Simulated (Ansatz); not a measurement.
Crystal: MgC2.

```
CELL_PARAMETERS angstrom
3.95078 0.00000 0.00000
0.00000 3.95078 0.00000
0.00000 0.00000 4.98709
ATOMIC_POSITIONS crystal
Mg 0.00000 0.00000 0.50000
Mg 0.50000 0.50000 0.00000
C 0.38766 0.61235 0.50000
C 0.11235 0.11235 0.00000
C 0.61235 0.38766 0.50000
C 0.88765 0.88765 0.00000
```

The cell comes from a database or a generator and needn't be the stable form of this composition.

```yaml
Program: Ansatz 0.2.0
Task: relaxation of cell and atoms
Functional: PBEsol
Dispersion: D4
Potentials_or_basis: Ansatz PAW
Cutoff: "420 eV (not typed: the program's choice for these potentials)"
k_mesh: 7 × 7 × 6
Occupations: fermi-dirac, width 0.05 eV
Spin: no spin polarisation
```

At the start: volume 12.97 Å³/atom.

Task: How do energy, volume and symmetry change on relaxing?

Result: It ends after 9 steps and the volume is 12.67 Å³/atom (-2.3 %); space group P4_2/mnm (No. 136, to 0.05 Å).

Step by step:
```
step  energy change (eV)  largest force (eV/Å)  volume (Å³)
   1              0.0000                0.0263        77.84
   2             -0.0182                0.0232        75.57
   3             -0.0191                0.0122        76.10
   4             -0.0194                0.0102        76.09
   5             -0.0195                0.0442        76.05
   6             -0.0195                0.0019        76.05
   7             -0.0170                0.0002        76.05
   8             -0.0171                0.0000        76.02
   9             -0.0170                0.0001        76.02
```

Final structure:
```yaml
crystal:
  lattice:
    - [3.91674, 0.00000, 0.00000]
    - [0.00000, 3.91674, 0.00000]
    - [0.00000, 0.00000, 4.95527]
  atoms:
    - { symbol: Mg, position: [0.00000, 0.00000, 0.50000] }
    - { symbol: Mg, position: [0.50000, 0.50000, 0.00000] }
    - { symbol: C, position: [0.38689, 0.61311, 0.50000] }
    - { symbol: C, position: [0.11311, 0.11311, 0.00000] }
    - { symbol: C, position: [0.61311, 0.38689, 0.50000] }
    - { symbol: C, position: [0.88689, 0.88689, 0.00000] }
```

Caveat: the plane-wave basis is chosen anew once the cell has moved, so the energies of steps on either side of that aren't comparable; the PAW data sets come from PBE, with cores solved anew for the run's functional, which leaves a small shift of forces and pressure.
